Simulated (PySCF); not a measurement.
# NbS(CH2SiH3)3: geometry, NMR shifts and electronic excitations

Wanted: the NMR shifts and electronic excitations of NbS(CH2SiH3)3 (`[SiH3][CH2][Nb](=[S])([CH2][SiH3])[CH2][SiH3]`), by calculation.

The runs use PySCF 2.14.0, with density-fitted response routines of our own; the level of theory stands in each step. All values are computed, except where a source is named. Atoms count from 0, in the outputs and in this text.

## Step 1: The molecule as given

23 atoms, charge 0, multiplicity 1; geometry from: GFN2-xTB. The atoms were then displaced at random by about 0.03 Å, so the start is not that level's minimum.

Bonds of the start (Å): Nb0–S1 2.22, Nb0–C2 2.11, Nb0–C9 2.30, Nb0–C16 2.17, C2–Si3 2.01, C2–H4 1.13, C2–H5 1.10, Si3–H6 1.50, Si3–H7 1.46, Si3–H8 1.35, C9–Si10 1.91, C9–H11 1.13, C9–H12 1.19, Si10–H13 1.48, Si10–H14 1.44, Si10–H15 1.50, C16–Si17 1.92, C16–H18 1.10, C16–H19 1.07, Si17–H20 1.46, Si17–H21 1.39, Si17–H22 1.47.

## Step 2: Geometry optimisation at PBE0-D3(BJ)/def2-SVP

What the job is given:

```
{"job": {"xc": "PBE0", "basis": "def2-SVP", "d3": "d3bj", "grid": 1, "maxiter": 40, "shake": 0.03, "kind": "geom"}, "charge": 0, "multiplicity": 1}
Nb     0.042690    -0.106880    -0.254760
S     -0.026000    -0.039760     1.960980
C      2.075630    -0.221630    -0.792780
Si     3.312880     0.822940     0.401770
H      2.453820    -1.284980    -0.750600
H      2.292260     0.145580    -1.808650
H      2.682280     2.175980     0.512340
H      3.337230     0.169560     1.702550
H      4.566790     0.950090    -0.082270
C     -0.942810     1.916500    -0.750480
Si    -2.225640     2.475540     0.549450
H     -0.144040     2.702860    -0.862940
H     -1.526860     1.871200    -1.785430
H     -3.183250     1.381590     0.822960
H     -1.504800     2.906740     1.724940
H     -2.990190     3.648460     0.011400
C     -1.261110    -1.764920    -0.757250
Si    -0.989820    -3.212010     0.478830
H     -2.342620    -1.561290    -0.723660
H     -1.110010    -2.118870    -1.759210
H      0.445370    -3.448320     0.565130
H     -1.574570    -2.988560     1.720370
H     -1.529960    -4.430170    -0.144440
```

Command:

```sh
> OMP_NUM_THREADS=1 python probes_run.py task.json out
```

The driver reads the jobs from task.json and runs them one after another.

Output:

```text
step   0  E = -1445.85842780  max force = 0.089827
step   1  E = -1445.89475456  max force = 0.025168
step   2  E = -1445.89943953  max force = 0.006165
step   3  E = -1445.90062667  max force = 0.004827
step   4  E = -1445.90100950  max force = 0.002912
step   5  E = -1445.90110485  max force = 0.001149
step   6  E = -1445.90112478  max force = 0.000313
step   7  E = -1445.90113453  max force = 0.000518
step   8  E = -1445.90114569  max force = 0.000403
optimisation converged
```

Wall time 6.1 min (1 thread of Arm Neoverse V1, shared host); peak memory 1.4 GiB.

Relaxation path:

```csv
step,energy from step 0 (eV),largest force component (eV/Å)
0,0.0000,4.6191
1,-0.9885,1.2942
2,-1.1160,0.3170
3,-1.1483,0.2482
4,-1.1587,0.1497
5,-1.1613,0.0591
6,-1.1618,0.0161
7,-1.1621,0.0266
8,-1.1624,0.0207
```

Distances of close pairs at the start and the end, largest changes first:

```
    bond  before (Å)  after (Å)  change (Å)
  Nb0–C9       2.305      2.120      -0.185
  Si3–H8       1.350      1.499      +0.149
  C2–Si3       2.012      1.882      -0.130
Si17–H21       1.390      1.491      +0.100
  C9–H12       1.189      1.110      -0.080
  Nb0–S1       2.218      2.140      -0.077
 Nb0–C16       2.168      2.121      -0.048
Si10–H14       1.445      1.491      +0.046
```

The end geometry stands in the next job.

| at the end point | value |
| --- | --- |
| point group (found at 0.08 Å tolerance) | C1 |
| rotational constants (GHz, main isotopes) | 0.644, 0.615, 0.399 |
| dipole moment (D) | 3.83 |

## Step 3: Nuclear shieldings: PBE0/def2-TZVP+pcSseg-1

What the job is given:

```
{"job": {"kind": "nmr", "xc": "PBE0", "basis": {"default": "pcSseg-1", "Nb": "def2-TZVP"}}, "charge": 0, "multiplicity": 1}
Nb    -0.031601    -0.022487    -0.073821
S      0.000189    -0.023014     2.066416
C      1.984597    -0.191246    -0.707492
Si     3.229747     0.775624     0.320049
H      2.241618    -1.268178    -0.685958
H      1.999231     0.146550    -1.764398
H      2.712689     2.157148     0.575092
H      3.455771     0.084876     1.621768
H      4.538216     0.915769    -0.396968
C     -0.897709     1.816503    -0.674575
Si    -2.220325     2.518658     0.463811
H     -0.059320     2.535942    -0.761260
H     -1.306332     1.642848    -1.691383
H     -3.213281     1.452966     0.805667
H     -1.591613     3.036551     1.712624
H     -2.973920     3.633521    -0.198552
C     -1.198518    -1.693342    -0.660176
Si    -0.959135    -3.243049     0.379289
H     -2.259496    -1.378484    -0.612569
H     -0.944618    -1.885734    -1.723289
H      0.500723    -3.482860     0.609015
H     -1.649223    -3.082431     1.690995
H     -1.500419    -4.456480    -0.316035
```

Level: GIAO PBE0/pcSseg-1 Nb:def2-TZVP NMR shielding, scalar relativity only through core potentials, gas phase.

Output:

```text
coarse grid: 86344 points
cycle   1  E = -1438.0708677662  dE =  2.102e+00  |g| = 5.584e+00  |ddm| = 6.496e+00
cycle   2  E = -1372.4659315750  dE =  6.560e+01  |g| = 8.587e+00  |ddm| = 4.690e+01
cycle   3  E = -1425.5500472301  dE = -5.308e+01  |g| = 6.920e+00  |ddm| = 4.698e+01
cycle   4  E = -1440.1454087449  dE = -1.460e+01  |g| = 4.419e+00  |ddm| = 4.166e+00
cycle   5  E = -1435.0906507518  dE =  5.055e+00  |g| = 5.903e+00  |ddm| = 3.756e+00
cycle   6  E = -1441.7024487617  dE = -6.612e+00  |g| = 4.113e+00  |ddm| = 3.561e+00
cycle   7  E = -1445.9839455292  dE = -4.281e+00  |g| = 1.137e+00  |ddm| = 2.806e+00
cycle   8  E = -1445.9462814540  dE =  3.766e-02  |g| = 1.091e+00  |ddm| = 1.900e+00
cycle   9  E = -1446.2850738574  dE = -3.388e-01  |g| = 2.842e-01  |ddm| = 1.363e+00
cycle  10  E = -1446.3062094566  dE = -2.114e-02  |g| = 7.492e-02  |ddm| = 3.170e-01
cycle  11  E = -1446.3074945822  dE = -1.285e-03  |g| = 3.152e-02  |ddm| = 1.093e-01
cycle  12  E = -1446.3077496208  dE = -2.550e-04  |g| = 9.407e-03  |ddm| = 3.993e-02
cycle  13  E = -1446.3077712184  dE = -2.160e-05  |g| = 3.769e-03  |ddm| = 1.208e-02
cycle  14  E = -1446.3077749596  dE = -3.741e-06  |g| = 1.027e-03  |ddm| = 4.105e-03
final grid: 176136 points
cycle  15  E = -1446.3078573444  dE =  9.400e-07  |g| = 2.254e-03  |ddm| = 4.657e-03
cycle  16  E = -1446.3078448311  dE =  1.251e-05  |g| = 7.098e-03  |ddm| = 8.391e-03
cycle  17  E = -1446.3078586724  dE = -1.384e-05  |g| = 6.811e-04  |ddm| = 6.337e-03
cycle  18  E = -1446.3078587875  dE = -1.151e-07  |g| = 9.304e-05  |ddm| = 6.416e-04
cycle  19  E = -1446.3078587900  dE = -2.457e-09  |g| = 1.864e-05  |ddm| = 1.197e-04
cycle  20  E = -1446.3078587901  dE = -1.282e-10  |g| = 7.589e-06  |ddm| = 3.493e-05
converged SCF energy = -1446.3078587901

GIAO shielding tensors (ppm)
atom      isotropic    diamagn.    paramagn.     s11        s22        s33       span
  0 Nb         nan         nan         nan        nan        nan        nan        nan
  1 S     -759.068    1065.341   -1824.409  -1392.113  -1379.971    494.882   1886.995
  2 C      129.379     264.901    -135.522     76.983    127.709    183.444    106.462
  3 Si     418.241     879.040    -460.799    366.936    422.379    465.409     98.473
  4 H       30.048      33.703      -3.655     23.442     30.950     35.753     12.311
  5 H       29.464      34.001      -4.536     23.153     31.301     33.939     10.785
  6 H       27.054      29.370      -2.317     25.014     25.092     31.055      6.041
  7 H       26.749      28.765      -2.016     24.650     25.101     30.498      5.848
  8 H       26.917      27.396      -0.479     23.699     25.154     31.897      8.198
  9 C      128.777     264.930    -136.153     77.842    125.245    183.245    105.404
 10 Si     415.881     878.874    -462.992    362.076    420.791    464.777    102.701
 11 H       30.220      33.868      -3.648     23.364     31.446     35.848     12.484
 12 H       29.528      33.915      -4.386     23.223     31.547     33.816     10.593
 13 H       26.999      29.161      -2.162     24.970     25.117     30.910      5.940
 14 H       26.733      28.703      -1.971     24.670     25.082     30.445      5.775
 15 H       26.884      27.268      -0.384     23.615     25.139     31.898      8.283
 16 C      129.984     264.833    -134.849     77.696    128.612    183.643    105.947
 17 Si     418.400     878.907    -460.508    367.612    421.933    465.653     98.041
 18 H       30.084      33.610      -3.527     23.476     31.051     35.724     12.247
 19 H       29.471      33.905      -4.434     23.212     31.257     33.946     10.734
 20 H       27.059      29.254      -2.196     24.994     25.123     31.059      6.065
 21 H       26.760      28.669      -1.910     24.658     25.110     30.511      5.854
 22 H       26.910      27.291      -0.382     23.692     25.156     31.882      8.190
```

It took 1.9 min on 1 thread of Arm Neoverse V1, shared host; peak memory 1.6 GiB.

Shifts follow as δ = σ(reference) − σ, with reference shieldings (ppm) from runs at the same level and on the same kind of geometry: ¹H TMS 31.27, ¹³C TMS 184.4, ²⁹Si TMS 352.0, ³³S CS2 496. The references are single molecules in the gas phase. Atoms listed in one row are averaged.

```csv
atoms,environment,σ (ppm),δ (ppm)
"C2, C9, C16","carbon bonded to Nb, Si, 2 H",129.4,55.0
"H6, H7, H8, H13, H14 and 4 more",hydrogen on a silicon bonded to C,26.90,4.37
"H4, H5, H11, H12, H18, H19","hydrogen on a carbon bonded to Nb, Si",29.80,1.46
S1,sulfur bonded to Nb,-759,1255
"Si3, Si10, Si17","silicon bonded to C, 3 H",417.5,-65.5
```

Atoms past Kr carry core potentials, so their printed shieldings have no meaning and are left out of the table.

Charges from the same density, by scheme (e):

```csv
atoms,Mulliken,ESP fit
Nb0,0.81,0.98
S1,-0.19,-0.33
"C2, C9, C16",-0.94,-0.74
"Si3, Si10, Si17",0.54,0.40
```

Mayer bond orders: Nb0–S1 2.38, Nb0–C2 0.97, Nb0–C9 0.97, Nb0–C16 0.97, C2–Si3 0.86, C9–Si10 0.86, C16–Si17 0.86.

With diffuse functions Mulliken charges and Mayer bond orders lose their meaning; the other schemes are steadier.

The fields below are evaluated on a grid from the run's orbitals.

Frontier orbitals at PBE0/def2-TZVP+pcSseg-1, with the share of their density that lies nearest to each atom:

```
orbital  energy (eV)                    lies on
   HOMO        -7.61  S1 56 %; Nb0 11 %; C9 9 %
   LUMO        -2.27          Nb0 61 %; S1 14 %
```

ELF in a plane through or near 6 of the atoms.

Ten even steps from '0' (0.00) to '9' (1.00):
```
0000000000000000000000000000
0000000000000000000000000000
0000000000599710000000000000
0000000005999940000000000000
0000000001799710000000000000
0000000011233432430000000000
0000000044227868996000000000
0000000000015347992000000000
0000000000004776300033000000
0000000799611561000132000000
0000000599583663866424774000
0000000156265016377749999200
0000023347741017986339999100
0000699982210019995002882000
0000799992120000740000000000
0000179940010000000000000000
0000000000000000000000000000
0000000000000000000000000000
0000000000000000000000000000
0000000000000000000000000000
```
The map spans 14.2 Å across and 14.3 Å up, centred on the molecule. Atoms in the plane (x, y in Å): C2 (0.2, 2.0), H4 (1.2, 2.3), C9 (-1.8, -0.9), H11 (-2.5, -0.1), C16 (1.7, -1.1), H18 (1.4, -2.2).

On the surface of density 0.002 e/bohr³ the electrostatic potential runs, from the 1st to the 99th percentile, from -0.67 V near S1 to 1.75 V near H5.

## Step 4: TDDFT and polarisability: wB97X-D/def2-SVPD

Same as in step 3 but for these lines:

```diff
@@ -1,2 +1,2 @@
-{"job": {"kind": "nmr", "xc": "PBE0", "basis": {"default": "pcSseg-1", "Nb": "def2-TZVP"}}, "charge": 0, "multiplicity": 1}
+{"job": {"kind": "uv", "xc": "wB97X-D", "basis": "def2-SVPD", "ip": false, "nstates": 10}, "charge": 0, "multiplicity": 1}
 Nb    -0.031601    -0.022487    -0.073821
```

Method: TDDFT wB97X-D/def2-SVPD, vertical, gas phase, core orbitals frozen in the response.

Output:

```text
coarse grid: 86344 points
cycle   1  E = -1441.2012372817  dE = -1.815e+00  |g| = 4.426e+00  |ddm| = 8.729e+00
cycle   2  E = -1400.9011839723  dE =  4.030e+01  |g| = 7.616e+00  |ddm| = 2.265e+02
cycle   3  E = -1443.8053197481  dE = -4.290e+01  |g| = 2.968e+00  |ddm| = 2.265e+02
cycle   4  E = -1443.7389901121  dE =  6.633e-02  |g| = 3.372e+00  |ddm| = 4.414e+00
cycle   5  E = -1446.0076502931  dE = -2.269e+00  |g| = 1.361e+00  |ddm| = 2.908e+00
cycle   6  E = -1446.3461449265  dE = -3.385e-01  |g| = 8.009e-01  |ddm| = 2.090e+00
cycle   7  E = -1446.5145923005  dE = -1.684e-01  |g| = 1.278e-01  |ddm| = 1.062e+00
cycle   8  E = -1446.5218696702  dE = -7.277e-03  |g| = 2.752e-02  |ddm| = 3.438e-01
cycle   9  E = -1446.5222249871  dE = -3.553e-04  |g| = 2.118e-02  |ddm| = 7.638e-02
cycle  10  E = -1446.5223894344  dE = -1.644e-04  |g| = 7.940e-03  |ddm| = 3.527e-02
cycle  11  E = -1446.5224490604  dE = -5.963e-05  |g| = 3.121e-03  |ddm| = 3.194e-02
cycle  12  E = -1446.5224579626  dE = -8.902e-06  |g| = 7.796e-04  |ddm| = 1.078e-02
final grid: 176136 points
cycle  13  E = -1446.5159664616  dE = -1.374e-05  |g| = 1.244e-03  |ddm| = 3.018e-02
cycle  14  E = -1446.5159668266  dE = -3.650e-07  |g| = 1.348e-03  |ddm| = 4.778e-03
cycle  15  E = -1446.5159672541  dE = -4.275e-07  |g| = 5.555e-04  |ddm| = 2.439e-03
cycle  16  E = -1446.5159673832  dE = -1.291e-07  |g| = 2.229e-04  |ddm| = 1.200e-03
cycle  17  E = -1446.5159674156  dE = -3.232e-08  |g| = 5.075e-05  |ddm| = 6.009e-04
cycle  18  E = -1446.5159674201  dE = -4.522e-09  |g| = 2.483e-05  |ddm| = 2.629e-04
cycle  19  E = -1446.5159674205  dE = -4.493e-10  |g| = 8.573e-06  |ddm| = 8.148e-05
converged SCF energy = -1446.5159674205

Static polarisability (au): isotropic 185.894, principal 166.223 194.156 197.303

Singlet excitations
state   eV       nm        f      main configurations
  1   3.7554    330.1   0.00002   H->L 0.27, H-1->L+1 0.23, H->L+1 0.22
  2   3.9781    311.7   0.00297   H-1->L 0.43, H->L+1 0.41
  3   3.9798    311.5   0.00330   H-1->L+1 0.43, H->L 0.41
  4   4.4805    276.7   0.01004   H-1->L 0.23, H->L+1 0.23, H-1->L+1 0.17
  5   4.5895    270.1   0.00105   H-4->L 0.41, H-5->L+1 0.36
  6   4.6785    265.0   0.00356   H-3->L 0.67, H-5->L+1 0.11
  7   4.6855    264.6   0.00389   H-3->L+1 0.50, H-4->L+1 0.14, H-5->L+1 0.12
  8   4.8281    256.8   0.00251   H-5->L 0.35, H-4->L+1 0.25, H-3->L 0.19
  9   4.8318    256.6   0.00282   H-4->L 0.31, H-3->L+1 0.29, H-5->L+1 0.26
 10   4.9605    249.9   0.01193   H-4->L+1 0.43, H-5->L 0.41

Triplet excitations (Tamm-Dancoff, eV): 3.3399 3.5518 3.5522 3.7496
```

Run time: 3 min. Hardware: 1 thread of Arm Neoverse V1, shared host; peak memory 1.8 GiB.

Frontier orbitals and where they lie:

```
orbital      eV                       atoms
 HOMO−3  -10.44           S1 62 %, Nb0 27 %
 HOMO−2  -10.21  C16 14 %, C9 13 %, C2 12 %
 HOMO−1   -9.34   S1 53 %, Nb0 17 %, C2 6 %
   HOMO   -9.32   S1 53 %, Nb0 16 %, C9 8 %
   LUMO   -0.51   Nb0 65 %, S1 13 %, C2 5 %
 LUMO+1   -0.51  Nb0 65 %, S1 13 %, C16 5 %
 LUMO+2    0.54   Nb0 48 %, S1 16 %, C9 7 %
```

With each of the 10 states as a Gaussian band of 0.4 eV half-width at 1/e, the curve within the window shown has maxima at 262 nm (ε 1,200) L/(mol cm). Beyond the last state computed it falls off for lack of states. The curve at chosen wavelengths:

(nm, ε (L/mol/cm)): (236, 392), (242, 649), (249, 935), (255, 1102), (261, 1167), (267, 1136), (274, 1016), (280, 877), (286, 737), (293, 596), (299, 502), (305, 429), (311, 369), (318, 306), (324, 256), (330, 208), (336, 163), (343, 117), (349, 86), (355, 60), (362, 39), (368, 26), (374, 17), (380, 11), (387, 6), (393, 4)

Leading natural transition orbitals of singlet state 10: the hole lies on Nb0 27 %; C2, C9 about 19 % each; S1 16 %; the particle on Nb0 66 %; S1 12 %.

Leading natural transition orbitals of singlet state 1: the hole lies on S1 68 %; Nb0 12 %; the particle on Nb0 64 %; S1 17 %.

Further results of this job:

| property | computed |
| --- | --- |
| dipole moment (D) | 3.93 |
| polarisability (Å³) | 27.55 |
| HOMO–LUMO gap (eV) | 8.81 |
| −ε(HOMO) (eV) | 9.32 |

## Step 5: NMR shieldings: B3LYP/def2-TZVP+pcSseg-1

Same as in step 4 but for these lines:

```diff
@@ -1,2 +1,2 @@
-{"job": {"kind": "uv", "xc": "wB97X-D", "basis": "def2-SVPD", "ip": false, "nstates": 10}, "charge": 0, "multiplicity": 1}
+{"job": {"kind": "nmr", "xc": "B3LYP", "basis": {"default": "pcSseg-1", "Nb": "def2-TZVP"}, "pop": false}, "charge": 0, "multiplicity": 1}
 Nb    -0.031601    -0.022487    -0.073821
```

Level: GIAO B3LYP/pcSseg-1 Nb:def2-TZVP NMR shielding, scalar relativity only through core potentials, gas phase.

Output:

```text
coarse grid: 86344 points
cycle   1  E = -1438.3796520734  dE =  2.585e+00  |g| = 5.728e+00  |ddm| = 6.488e+00
cycle   2  E = -1369.0510597543  dE =  6.933e+01  |g| = 8.750e+00  |ddm| = 4.829e+01
cycle   3  E = -1425.5613087476  dE = -5.651e+01  |g| = 6.990e+00  |ddm| = 4.834e+01
cycle   4  E = -1440.9893865501  dE = -1.543e+01  |g| = 4.393e+00  |ddm| = 4.476e+00
cycle   5  E = -1432.9903403556  dE =  7.999e+00  |g| = 6.102e+00  |ddm| = 4.482e+00
cycle   6  E = -1442.4837819542  dE = -9.493e+00  |g| = 3.687e+00  |ddm| = 4.298e+00
cycle   7  E = -1446.5892656044  dE = -4.105e+00  |g| = 1.301e+00  |ddm| = 3.691e+00
cycle   8  E = -1446.7593493021  dE = -1.701e-01  |g| = 1.089e+00  |ddm| = 2.549e+00
cycle   9  E = -1447.0737412519  dE = -3.144e-01  |g| = 3.179e-01  |ddm| = 1.295e+00
cycle  10  E = -1447.0982291135  dE = -2.449e-02  |g| = 1.277e-01  |ddm| = 4.037e-01
cycle  11  E = -1447.1021191517  dE = -3.890e-03  |g| = 4.067e-02  |ddm| = 1.403e-01
cycle  12  E = -1447.1025454895  dE = -4.263e-04  |g| = 1.247e-02  |ddm| = 4.606e-02
cycle  13  E = -1447.1025814982  dE = -3.601e-05  |g| = 4.108e-03  |ddm| = 1.267e-02
cycle  14  E = -1447.1025855393  dE = -4.041e-06  |g| = 1.625e-03  |ddm| = 5.265e-03
final grid: 176136 points
cycle  15  E = -1447.1026578930  dE =  4.417e-06  |g| = 4.348e-03  |ddm| = 7.286e-03
cycle  16  E = -1447.1026020674  dE =  5.583e-05  |g| = 1.472e-02  |ddm| = 1.636e-02
cycle  17  E = -1447.1026625894  dE = -6.052e-05  |g| = 1.670e-03  |ddm| = 1.293e-02
cycle  18  E = -1447.1026633161  dE = -7.267e-07  |g| = 1.008e-04  |ddm| = 1.683e-03
cycle  19  E = -1447.1026633187  dE = -2.648e-09  |g| = 1.583e-05  |ddm| = 1.302e-04
cycle  20  E = -1447.1026633188  dE = -9.413e-11  |g| = 6.406e-06  |ddm| = 2.906e-05
converged SCF energy = -1447.1026633188

GIAO shielding tensors (ppm)
atom      isotropic    diamagn.    paramagn.     s11        s22        s33       span
  0 Nb         nan         nan         nan        nan        nan        nan        nan
  1 S     -791.249    1066.074   -1857.323  -1423.493  -1411.463    461.207   1884.700
  2 C      122.642     263.771    -141.129     69.485    121.111    177.330    107.845
  3 Si     405.667     878.986    -473.319    353.823    409.531    453.647     99.824
  4 H       30.182      33.822      -3.640     23.568     31.304     35.673     12.105
  5 H       29.595      34.055      -4.460     23.204     31.477     34.103     10.899
  6 H       27.280      29.824      -2.543     25.276     25.346     31.219      5.944
  7 H       26.993      29.166      -2.173     24.941     25.386     30.651      5.710
  8 H       27.097      27.532      -0.435     23.952     25.402     31.937      7.985
  9 C      122.076     263.774    -141.699     70.643    118.424    177.160    106.517
 10 Si     403.430     878.818    -475.387    349.114    408.187    452.990    103.876
 11 H       30.352      33.985      -3.633     23.491     31.791     35.773     12.282
 12 H       29.657      33.957      -4.300     23.277     31.722     33.973     10.695
 13 H       27.229      29.598      -2.369     25.264     25.346     31.077      5.813
 14 H       26.979      29.113      -2.135     24.968     25.359     30.609      5.641
 15 H       27.064      27.401      -0.337     23.866     25.389     31.939      8.072
 16 C      123.261     263.675    -140.414     70.252    122.017    177.513    107.261
 17 Si     405.829     878.846    -473.017    354.499    409.108    453.879     99.381
 18 H       30.218      33.716      -3.498     23.610     31.398     35.645     12.036
 19 H       29.603      33.950      -4.347     23.265     31.440     34.105     10.840
 20 H       27.284      29.703      -2.419     25.295     25.334     31.223      5.928
 21 H       27.002      29.063      -2.061     24.952     25.392     30.663      5.711
 22 H       27.091      27.420      -0.329     23.946     25.404     31.923      7.977
```

Wall time 80 s (1 thread of Arm Neoverse V1, shared host); peak memory 1.5 GiB.

In short: δ C2 56.6, S1 1277, Si3 -67.1, H6 4.27, H4 1.45 ppm (means over like atoms).

## Step 6: Side by side: NMR shifts

Shifts (ppm), means over like atoms, with basis size and wall time:

```csv
run,C2,H6,H4,S1,Si3,functions,time
PBE0/def2-TZVP+pcSseg-1,55.0,4.37,1.46,1255,-65.5,262,1.9 min
B3LYP/def2-TZVP+pcSseg-1,56.6,4.27,1.45,1277,-67.1,262,80 s
```

## Step 7: What came out

| quantity | value |
| --- | --- |
| point group | C1 |
| rotational constants (main isotopes) | 0.64, 0.62, 0.40 GHz |
| ¹³C shifts against TMS (PBE0/def2-TZVP+pcSseg-1, means over atoms taken as alike) | 55.0 ppm |
| ¹H shifts against TMS (PBE0/def2-TZVP+pcSseg-1, means over atoms taken as alike) | 4.37, 1.46 ppm |
| ³³S shifts against CS2 (PBE0/def2-TZVP+pcSseg-1) | 1255 ppm |
| ²⁹Si shifts against TMS (PBE0/def2-TZVP+pcSseg-1, means over atoms taken as alike) | -65.5 ppm |
| surface potential, 1st and 99th percentile | -0.67 V and 1.75 V |
| lowest singlet (wB97X-D/def2-SVPD) | 3.76 eV (330 nm), f = 0.000 |
| brightest single state of those computed | state 10, 4.96 eV, f = 0.012 |
| lowest triplet | 3.34 eV |
| range of the shift of S1 | 1255 to 1277 ppm |

The start was shaken at random, so part of the energy gained undoes that. The optimisation took 8 steps and gained 1.162 eV; among the close pairs (by a distance rule), Nb0–C9 changed most, from 2.305 to 2.120 Å. At PBE0/def2-TZVP+pcSseg-1: Shielding is most anisotropic at S1 (span 1887 ppm, paramagnetic term -1824 ppm). By nearest atom (PBE0/def2-TZVP+pcSseg-1), the HOMO sits on S1 56 %; Nb0 11 % and the LUMO on Nb0 61 %; S1 14 %. The lowest singlet, at 3.76 eV, is HOMO→LUMO 0.27, HOMO−1→LUMO+1 0.23 and is dark; of the 10 states computed, the strongest absorption comes from state 10 at 4.96 eV (the last computed, so partners may be missing). The lowest triplet lies 0.42 eV below the lowest singlet (triplets in Tamm-Dancoff, singlets in full TDDFT). In ppm, S1 moves most: its shift spreads over 22 ppm, from 1255 (PBE0/def2-TZVP+pcSseg-1) to 1277 (B3LYP/def2-TZVP+pcSseg-1). Spin-orbit coupling is left out, which matters for shieldings and couplings at and beside the heavy atoms.
